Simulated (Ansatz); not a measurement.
Ga3Se, space group Pm-3m: a scan of the energy under strain, run with Ansatz's Python interface.

`strain_ga3se.py`:
```python
"""A uniaxial strain scan of Ga3Se."""

import warnings

import ansatz as az
import numpy as np

VECTORS = np.array([
    [4.43246, 0.0, 0.0],
    [0.0, 4.43246, 0.0],
    [0.0, 0.0, 4.43246],
])
SITES = [
    ("Ga", (0.0, 0.5, 0.5)),
    ("Ga", (0.5, 0.0, 0.5)),
    ("Ga", (0.5, 0.5, 0.0)),
    ("Se", (0.0, 0.0, 0.0)),
]


def build(cell):
    crystal = az.Crystal(lattice=az.Lattice.of(cell))
    for symbol, position in SITES:
        crystal = crystal.atom(symbol, position)
    return crystal

warnings.simplefilter("ignore", az.DeckWarning)

# clamped ions: the fractional positions stay as typed
values = np.linspace(-0.02, 0.02, 7)
energies = []
for d in values:
    strain = np.diag([0, 0, d])
    cell = VECTORS @ (np.eye(3) + strain)
    base = build(cell).calculation()
    base = base.functional("mr2scan").pseudopotentials("nc")
    base = base.occupations("Fermi-Dirac", width=50 * az.meV).mixing("msr1", preconditioner="kerker")
    base = base.scf(max_iterations=80, extra_bands=6).kpoints(8, 8, 8)
    data = base.run().report
    energies.append(data["free_energy_ev"] / len(SITES))
    print(f"d = {d:+.4f}  F = {energies[-1]:.5f} eV/atom")
energies = np.array(energies)

for value, e in zip(values, energies):
    print(f"strain {value:7.3f}   E - Emin = {1000 * (e - energies.min()):9.3f} meV/atom")
np.savetxt("strain.csv", np.column_stack([values, energies]), fmt="%.6f", delimiter=",", header="strain,energy_eV_per_atom")
curvature = 2 * np.polyfit(values, energies, 3)[1]
volume = abs(np.linalg.det(VECTORS)) / len(SITES)
print(f"d2E/dd2 over the volume: {curvature / volume * 160.21766:.1f} GPa")
```

How much energy does this uniaxial strain cost, and what curvature follows?

Against the unstrained cell the energy per atom changes by -4.18 meV at one end of the scan and +6.25 meV at the other, and its second derivative over the volume is 37.6 GPa. The lowest row is an end of the scan, as the cell stands under stress.

The output:

```console
$ python strain_ga3se.py
d = -0.0200  F = -2416.23290 eV/atom
d = -0.0133  F = -2416.23177 eV/atom
d = -0.0067  F = -2416.23038 eV/atom
d = +0.0000  F = -2416.22872 eV/atom
d = +0.0067  F = -2416.22680 eV/atom
d = +0.0133  F = -2416.22469 eV/atom
d = +0.0200  F = -2416.22247 eV/atom
strain  -0.020   E - Emin =     0.000 meV/atom
strain  -0.013   E - Emin =     1.136 meV/atom
strain  -0.007   E - Emin =     2.526 meV/atom
strain   0.000   E - Emin =     4.183 meV/atom
strain   0.007   E - Emin =     6.104 meV/atom
strain   0.013   E - Emin =     8.216 meV/atom
strain   0.020   E - Emin =    10.434 meV/atom
d2E/dd2 over the volume: 37.6 GPa
```

File `strain.csv` afterwards:
```csv
# strain,energy_eV_per_atom
-0.020000,-2416.232904
-0.013333,-2416.231769
-0.006667,-2416.230379
0.000000,-2416.228721
0.006667,-2416.226800
0.013333,-2416.224689
0.020000,-2416.222471
```

Caveats:
- These settings explore the input space; cutoff and mesh may be short of convergence.
- Such functionals run on norm-conserving files made under PBE, which can move pressures by some GPa.
- The curvature belongs to this strain pattern and to the cell's stress; it equals a single elastic constant only for simple patterns.
- In a metal a curvature from energy changes of a few meV or less hangs on mesh and smearing, in size and even in sign.
- The structure comes from a database of computed cells and needn't be a stable or known phase.
- The ions keep their fractional positions (clamped ions).
- The script silences the warnings on its input, which a real study should read.
- It ran for 5.4 min on 1 thread of Intel(R) Xeon(R) Processor @ 2.30GHz, with other jobs on the host, peak memory 1 GiB.
